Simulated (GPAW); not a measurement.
CoNiO2:

```
Ni Co O
1.0
     3.01433    0.00000    0.00000
     0.00000    3.01433    0.00000
     0.00000    0.00000    4.22229
Ni Co O
1 1 2
Direct
  0.00000 0.00000 0.00000
  0.50000 0.50000 0.50000
  0.00000 0.00000 0.50000
  0.50000 0.50000 0.00000
```

The cell comes from a database or a generator and needn't be the stable form of this composition.

Base run:

* Program: GPAW 26.7.0
* Functional: PBEsol
* Potentials or basis: PAW data sets generated in the run's folder for this functional
* Cutoff: 800 eV
* Basis: pw
* k mesh: 9 × 9 × 6
* Occupations: fermi-dirac, width 0.05 eV
* Spin: collinear spin, ferromagnetic start
* Starting moments: [1.0, 2.0, 0.0, 0.0] μB

Its results: pressure -9.9 GPa; net moment 4.52 μB per cell; site moments Ni +1.35; Co +2.47; O +0.23, +0.21 μB.

Q: The run is repeated on the same cell with these changes: k mesh from 9 × 9 × 6 to 6 × 6 × 4. What comes out?

A: Pressure -11.0 GPa; net moment 4.32 μB per cell; site moments Ni +1.28; Co +2.40; O +0.20, +0.19 μB.

Caveats: some runs use coarse meshes; the stock nickel data set gives pressures a few GPa off other programs.

Not every run made on this cell is shown here.
